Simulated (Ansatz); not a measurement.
# VCuS2: the cost of one run

Method: DFT LDA+U (U_eff = 7 eV on V d), plane waves, PAW, in Ansatz 0.2.0.

1 further run of the same task is left out (it didn't finish).

## 1. Starting point

The structure is trigonal, space group R-3m (No. 166). The conventional cell has a = 3.587 Å, b = 3.587 Å, c = 19.536 Å, α = 90.00°, β = 90.00°, γ = 120.00°. Cu (site symmetry -3m) is surrounded by 6 S at 2.85 Å. V (site symmetry -3m) is surrounded by 6 S at 2.45 Å. Around S (site symmetry 3m) lie 3 V at 2.45 Å and 3 Cu at 2.85 Å.

Coordinates:

```
Cu V S
1.0
     1.79371    1.03560    6.51184
    -1.79371    1.03560    6.51184
     0.00000   -2.07120    6.51184
Cu V S
1 1 2
Direct
  0.50000 0.50000 0.50000
  0.00000 0.00000 0.00000
  0.26670 0.26670 0.26670
  0.73330 0.73330 0.73330
```

## 2. Ferromagnetic start, free, symmetry kept, no search

The input, input.yaml:

```yaml
crystal:
  lattice:
    - [1.79370813, 1.03559787, 6.51184499]
    - [-1.79370813, 1.03559787, 6.51184499]
    - [0.0, -2.07119574, 6.51184499]
  atoms:
    - { symbol: Cu, position: [0.5, 0.5, 0.5] }
    - { symbol: V, position: [0.0, 0.0, 0.0], spin: 2.0 }
    - { symbol: S, position: [0.2667, 0.2667, 0.2667] }
    - { symbol: S, position: [0.7333, 0.7333, 0.7333] }
basis:
  ecutwfc: 420
  ecutrho_ratio: 4
kpoints:
  mp_grid: { grid: [6, 6, 6] }
hamiltonian:
  xc: lda
  hubbard: { sites: [{ site: 1, l: d, u_eff: 7.0 }] }
scf:
  occupations: { method: gaussian, width: 0.05 }
  lower_state_search: "off"
  max_iter: 150
output:
  forces: true
  stress: true
  eigenvalues: true
  populations: true
  hubbard: { sites: [{ site: 1, l: d }] }
magnetization:
  spin_polarized: true
```

Launch:

```console
> ansatz run input.yaml --threads 2 --pin off --max-ram 3072MiB --backend cpu --events-out ev --progress --plain --runs-dir out
```

Q: Estimate wall time and peak memory on 2 threads of Arm Neoverse N1, shared host.

About 20 s, with a peak of 0.5 GiB.
